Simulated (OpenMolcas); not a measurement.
**BBr2Cl (dibromo(chloro)borane): O3LYP/aug-pcseg-1**

Aim: the vertical ionisation energy of BBr2Cl (dibromo(chloro)borane) at O3LYP/aug-pcseg-1, from 2 runs. 

Program for the calculation: OpenMolcas 26.06.

### 1 The structure to begin with

BBr2Cl has 4 atoms, charge 0, and is taken as a singlet. As SMILES, `ClB(Br)Br`. The coordinates come from a GFN2-xTB relaxation.

Bond lengths: Cl1–B2 1.723 Å, B2–Br3 1.879 Å, B2–Br4 1.879 Å. Angles: Cl1–B2–Br3 120.9°, Cl1–B2–Br4 120.9°, Br3–B2–Br4 118.2°.

### 2 The energy at O3LYP/aug-pcseg-1

Contents of job.inp:

```
>>> EXPORT MOLCAS_PRINT=2

&GATEWAY
 BASLIB
 $CurrDir
 COORD
 4
 angstrom
 Cl      -0.200560      -1.646540       0.631150
 B       -0.014330      -0.043980       0.026350
 Br       1.264040       1.121500       0.759730
 Br      -1.049150       0.569030      -1.417240
 BASIS
 aug-pcseg-1
 GROUP
 NoSym

&SEWARD

&SCF
 KSDFT
 O3LYP
 PRORBITALS
 0
```

The basis set aug-pcseg-1 is read from a file made from the Basis Set Exchange's data (not shown).

Command:

```sh
$ export MOLCAS_MEM=1860
$ pymolcas job.inp > job.log
```

Output:

```text
--- Start Module: gateway ---
[...]
--- Stop Module: gateway /rc=_RC_ALL_IS_WELL_ ---
--- Start Module: seward ---
[...]
      Basis functions          122
--- Stop Module: seward /rc=_RC_ALL_IS_WELL_ ---
[...]
--- Start Module: scf ---
[...]
       Convergence after  10 Iterations
[...]
::    Total KS-DFT energy                           -5633.9485343377
[...]
      Total spin, S                                     0.0000000000
[...]
      Total electronic charge=   92.000000
      Total            charge=   -0.000000
[...]
      Dipole Moment (debye):
      Origin of the operator (angstrom)=    0.0480    0.3697   -0.1449
                   X=  5.6484E-04               Y=  4.4038E-02               Z= -1.1700E-02           Total=  4.5569E-02
      Quadrupole Moment (debye*angstrom):
[...]
--- Stop Module: scf /rc=_RC_ALL_IS_WELL_ ---
[...]
```

Wall time 20 s (1 thread of Arm Neoverse V1, shared host); peak memory 0.79 GiB.

### 3 The doublet cation

Contents of job.input:

```
>>> EXPORT MOLCAS_PRINT=2

&GATEWAY
 BASLIB=$CurrDir
 COORD
 4
 angstrom
 Cl      -0.200560      -1.646540       0.631150
 B       -0.014330      -0.043980       0.026350
 Br       1.264040       1.121500       0.759730
 Br      -1.049150       0.569030      -1.417240
 BASIS=aug-pcseg-1
 GROUP=NoSym

&SEWARD

&SCF
 UHF
 CHARGE=1
 SPIN=2
 KSDFT=O3LYP
 PRORBITALS=0
```

The basis set aug-pcseg-1 is read from a file made from the Basis Set Exchange's data (not shown).

Command:

```sh
$ export MOLCAS_MEM=1860
$ pymolcas job.input > job.log
```

Output:

```text
--- Start Module: gateway ---
[...]
--- Stop Module: gateway /rc=_RC_ALL_IS_WELL_ ---
--- Start Module: seward ---
[...]
      Basis functions          122
--- Stop Module: seward /rc=_RC_ALL_IS_WELL_ ---
[...]
--- Start Module: scf ---
[...]
       Convergence after  20 Iterations
[...]
::    Total KS-DFT energy                           -5633.5707565703
[...]
      Total spin, S                                     0.5012549414
[...]
      Total electronic charge=   91.000000
      Total            charge=    1.000000
[...]
      Dipole Moment (debye):
      Origin of the operator (angstrom)=    0.0480    0.3697   -0.1449
                   X= -4.9727E-02               Y= -3.3852E-01               Z=  1.3901E-01           Total=  3.6931E-01
      Center of Charge (angstrom)
[...]
--- Stop Module: scf /rc=_RC_ALL_IS_WELL_ ---
[...]
```

Wall time 37 s (1 thread of Arm Neoverse V1, shared host); peak memory 0.79 GiB.

### 4 Outcome

Level: O3LYP/aug-pcseg-1.

```
                                          quantity           value
                      singlet BBr2Cl: total energy  -5633.94853 Eh
                     singlet BBr2Cl: dipole moment          0.05 D
                       singlet BBr2Cl: HOMO energy        -7.72 eV
                       singlet BBr2Cl: LUMO energy        -2.34 eV
                     singlet BBr2Cl: HOMO–LUMO gap         5.37 eV
                      doublet cation: total energy  -5633.57076 Eh
doublet cation: HOMO energy (highest over α and β)       -14.27 eV
 doublet cation: LUMO energy (lowest over α and β)       -12.84 eV
                              doublet cation: ⟨S²⟩           0.753
vertical ionisation energy (to the doublet cation)       10.280 eV
```

**Reading.** The vertical ionisation energy comes to 10.28 eV (237 kcal/mol). The negative HOMO energy of the first species, 7.72 eV, lies 2.56 eV below that difference. Mulliken charges (doublet cation) run from -0.30 on Cl1 to +1.79 on B2; in a basis this large or diffuse they mean little.
